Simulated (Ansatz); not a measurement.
Runs of Ansatz 0.2.0 on HfIn4SiO6. Symmetry: Cm, No. 8, monoclinic system. Conventional cell: a = 6.461 Å, b = 11.155 Å, c = 6.494 Å, α = 90.00°, β = 103.71°, γ = 90.00°. Around Hf (site symmetry m) lie 4 O at 1.97 to 2.02 Å. In (site symmetry 1) is surrounded by 3 O at 2.38 to 2.46 Å. In (site symmetry 1) is surrounded by 3 O at 2.42 to 2.65 Å. Si (site symmetry m) is surrounded by 4 O at 1.63 to 1.66 Å. O (site symmetry 1) has 1 Si at 1.65 Å as nearest neighbours. Around O (site symmetry m) lie 1 Si at 1.66 Å. O (site symmetry m) is surrounded by 1 Si at 1.63 Å. Around O (site symmetry 1) lie 1 Hf at 1.97 Å. The cell was built by a generator and needn't be a form met in nature.

| task | level | spin | cell | k mesh | cutoff (eV) | points for each segment of the path | mesh quality | gap on the mesh (eV) | pressure (GPa) | relaxed volume (Å³/atom) | largest force (eV/Å) |
| --- | --- | --- | --- | --- | --- | --- | --- | --- | --- | --- | --- |
| single point | PBE | off | atoms moved at random, drawn with an rms of 0.05 Å | 5 × 5 × 4 | 420 | - | not flagged | 0.58 | 0.4 | - | 3.16 |
| relaxation of cell and atoms | PBEsol | off | relaxed | 4 × 4 × 3 | 420 | - | not flagged | (c) | 0.0 | (a) | 0.01 |
| single point | PBE | off | as given | 5 × 5 × 4 | 420 | - | not flagged | 0.64 | 0.0 | - | 0.01 |
| single point | B3LYP | off | as given | 2 × 2 × 2 | 420 | - | coarse | 2.14 | 0.0 | - | 0.49 |
| relaxation of cell and atoms | PBEsol+D3(BJ) | off | relaxed | 4 × 4 × 3 | 420 | - | not flagged | 0.49 | 0.0 | 16.63 | 0.01 |
| band structure | PBEsol | off | as given | 5 × 5 × 4 | 420 | 10 | not flagged | 0.59 | -3.3 | - | 0.21 |
| band structure | r2SCAN | SOC, no magnetisation | as given | 4 × 4 × 3 | 500 | 10 | not flagged | (b) | -3.4 | - | 0.28 |

Alike in all rows: potentials or basis Ansatz PAW; smearing fermi-dirac 0.05 eV.

**Question.** Fill in the values left out.

**Answer.** (a) 17.27; (b) 0.71; (c) 0.51.

Caveats: some runs use coarse meshes; spin-orbit coupling is left out, which moves the levels of the heavy elements (some runs); the PAW data sets come from PBE, with cores solved anew for the run's functional, which leaves a small shift of forces and pressure (some runs); odd divisions of the mesh miss points on the zone boundary, where band edges often lie, so the gap on the mesh can be too wide (some runs); the plane-wave basis is chosen anew once the cell has moved, so the energies of steps on either side of that aren't comparable (some runs); the k mesh misses the band edges, so the gap on the mesh is wider than the one along the path (some runs); the thresholds are loose for stress (some runs).

A k mesh can miss the band edges, and rows without SOC leave out spin-orbit coupling on Hf, In.
